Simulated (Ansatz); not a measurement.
# AlF2HO: a ladder of functionals and wavefunction methods

An exercise on one series of results from a longer session: the logs are not shown, and one member is left open.

Computed with Ansatz 0.2.0, Gaussian basis. Level: functionals in def2-TZVPP, the program's frozen cores in correlated methods.

Plan: LDA (SPW92), PBE-D4, revPBE-D4, BLYP-D4, r2SCAN-D4, B97M-V, PBE0-D4, B3LYP-D4, r2SCANh-D4, r2SCAN0-D4, HSE06-D4, BHLYP-D4, CAM-B3LYP-D4, LC-ωPBE, ωB97X-V, ωB97M-V, B2PLYP, PBE-QIDH; CCSD(T)/def2-SVP; CCSD(T)/def2-TZVPP; CCSD(T)/def2-QZVPP; extrapolation to the limit; RPA on PBE.

## The relaxed structure

The geometry comes from an earlier relaxation with PBE0-D4 in a triple-zeta def2 set; it is a stationary point.

SMILES `[OH][Al]([F])[F]`, 5 atoms, charge 0, spin multiplicity 1.

Atoms are counted from 1 here; the program's logs count them from 0.

Bond lengths: O1–Al2 1.674 Å, O1–H5 0.955 Å, Al2–F3 1.633 Å, Al2–F4 1.638 Å. Angles: Al2–O1–H5 123.7°, O1–Al2–F3 119.0°, O1–Al2–F4 122.4°, F3–Al2–F4 118.6°.

Coordinates:

```mol
AlF2HO
  3D, bonds by distance, orders not assigned

  5  4  0  0  0  0  0  0  0  0999 V2000
    0.0045    1.2270    0.0024 O   0  0
    0.1857   -0.4352    0.0921 Al  0  0
    1.4874   -1.0506    0.8626 F   0  0
   -0.8979   -1.4718   -0.5667 F   0  0
   -0.7299    1.6571   -0.4318 H   0  0
  1  2  8  0
  2  3  8  0
  2  4  8  0
  1  5  8  0
M  END
```

Set-up of the first run:

File in.yaml:

```yaml
crystal:
  periodic: [false, false, false]
  atoms:
    - {symbol: O, position_ang: [0.004546, 1.227001, 0.002435]}
    - {symbol: Al, position_ang: [0.185689, -0.435246, 0.092061]}
    - {symbol: F, position_ang: [1.487426, -1.050604, 0.862617]}
    - {symbol: F, position_ang: [-0.897938, -1.471808, -0.566696]}
    - {symbol: H, position_ang: [-0.729923, 1.657057, -0.431816]}
basis:
  gaussian: {orbitals: def2-TZVPP}
hamiltonian: {xc: lda}
output: {orbitals: {seedname: orbitals}}
```

The run is started by

```bash
> ansatz run in.yaml --threads 2 --pin off --events-out ev --progress --plain --max-ram 22528MiB --backend cpu
```

Among the steps run: LDA; PBE-D4 (GGA); revPBE-D4 (GGA); BLYP-D4 (GGA); r2SCAN-D4 (meta-GGA); B97M-V (meta-GGA); B3LYP-D4 (hybrid); r2SCANh-D4 (hybrid); r2SCAN0-D4 (hybrid); HSE06-D4 (hybrid); BHLYP-D4 (hybrid); CAM-B3LYP-D4 (range-separated); LC-ωPBE (range-separated); ωB97X-V (range-separated); ωB97M-V (range-separated); B2PLYP (double hybrid); PBE-QIDH (double hybrid).

One of the session's tables, all rows but one given; the rest of the session is left out.

It belongs to the step «Frontier levels by functional». 

| functional | HOMO (eV) | gap (eV) |
| --- | --- | --- |
| LDA (SPW92) | -8.45 | 6.20 |
| PBE-D4 | -8.20 | 6.23 |
| revPBE-D4 | -8.11 | 6.29 |
| BLYP-D4 | -8.11 | 6.12 |
| r2SCAN-D4 | -8.59 | 7.15 |
| B97M-V | -8.62 | 6.81 |
| PBE0-D4 | -9.95 | 8.85 |
| B3LYP-D4 | -9.67 | 8.20 |
| r2SCANh-D4 | -9.24 | 8.08 |
| r2SCAN0-D4 | -10.23 | 9.46 |
| HSE06-D4 | -9.53 | 8.07 |
| BHLYP-D4 | ? | ? |
| CAM-B3LYP-D4 | -11.51 | 11.21 |
| LC-ωPBE | -12.92 | 14.03 |
| ωB97X-V | -12.52 | 13.41 |
| ωB97M-V | -12.45 | 12.97 |

Q: Estimate the row for BHLYP-D4 from the others.

Worked estimate for «HOMO (eV)». Against the share of exact exchange, BLYP-D4 (0, -8.11), B3LYP-D4 (0.2, -9.67) give a slope of -7.80 per unit share; at 0.5 the line stands at -12.01.

**Answer.** HOMO (eV): -11.64; gap (eV): 11.21. In «HOMO (eV)» the line misses by -0.37.
